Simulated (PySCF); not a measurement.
# BeBrF₂−, a complex of two parts: interaction energy

An exercise on one series of results from a longer session: the logs are not shown, and one member is left open.

Computed with PySCF 2.14.0; each step states its level. No surroundings beyond the atoms listed, unless a continuum is named. Atoms count from 0, parts from 1.

## The system as given

4 atoms, charge -1, multiplicity 1; geometry: GFN2-xTB. Parts: 1 = atoms 0–2, `[F][Be][F]`, charge 0; 2 = atom 3, `[Br-]`, charge -1.

The first run:

The job: settings as JSON, then the geometry in Å.

```
{"job": {"xc": "PBE0", "basis": "def2-TZVPD", "d3": "d3bj", "grid": 3, "kind": "geom", "shake": 0.01}, "charge": -1, "multiplicity": 1, "parts": [{"atoms": "0-2", "charge": 0, "multiplicity": 1}, {"atoms": "3-3", "charge": -1, "multiplicity": 1}]}
F     -0.758261     0.974934    -0.103065
Be     0.301018     0.066458    -0.335003
F      0.414221    -1.107393     0.492396
Br     1.723625     0.430408    -1.868126
```

The run is started by

```bash
$ OMP_NUM_THREADS=1 python cluster_run.py task.json out
```

This one command runs all jobs of the session in turn.

Steps of the session up to this table: Optimising the geometry at PBE0-D3(BJ)/def2-TZVPD; Coupled-cluster interaction energy: CCSD(T) and MP2, 2.17 Å; Coupled-cluster interaction energy: CCSD(T) and MP2, 2.28 Å; Coupled-cluster interaction energy: CCSD(T) and MP2, 2.39 Å; Coupled-cluster interaction energy: CCSD(T) and MP2, 2.06 Å; Coupled-cluster interaction energy: CCSD(T) and MP2, 2.72 Å; Coupled-cluster interaction energy: CCSD(T) and MP2, 1.96 Å; Coupled-cluster interaction energy: CCSD(T) and MP2, 3.26 Å; Coupled-cluster interaction energy: CCSD(T) and MP2, 4.35 Å.

One table of the session follows, with a row left open; its other results are not shown here.

It belongs to the step «Coupled-cluster interaction energy: CCSD(T) and MP2, 4.35 Å». 

| method | interaction energy (kcal/mol) |
| --- | --- |
| HF/aug-cc-pVDZ | -17.65 |
| MP2/aug-cc-pVDZ | -16.86 |
| CCSD/aug-cc-pVDZ | -17.06 |
| CCSD(T)/aug-cc-pVDZ | -16.99 |
| HF/aug-cc-pVQZ | -17.65 |
| MP2/aug-cc-pVQZ | ? |
| SCS-MP2/aug-cc-pVQZ | -16.89 |
| MP2, extrapolated | -16.90 |
| CCSD(T), limit estimate | -17.03 |

Estimate the missing values for MP2/aug-cc-pVQZ.

As computed: interaction energy (kcal/mol): -16.88. In the column «interaction energy (kcal/mol)» it lies between SCS-MP2/aug-cc-pVQZ (-16.89) and MP2/aug-cc-pVDZ (-16.86).
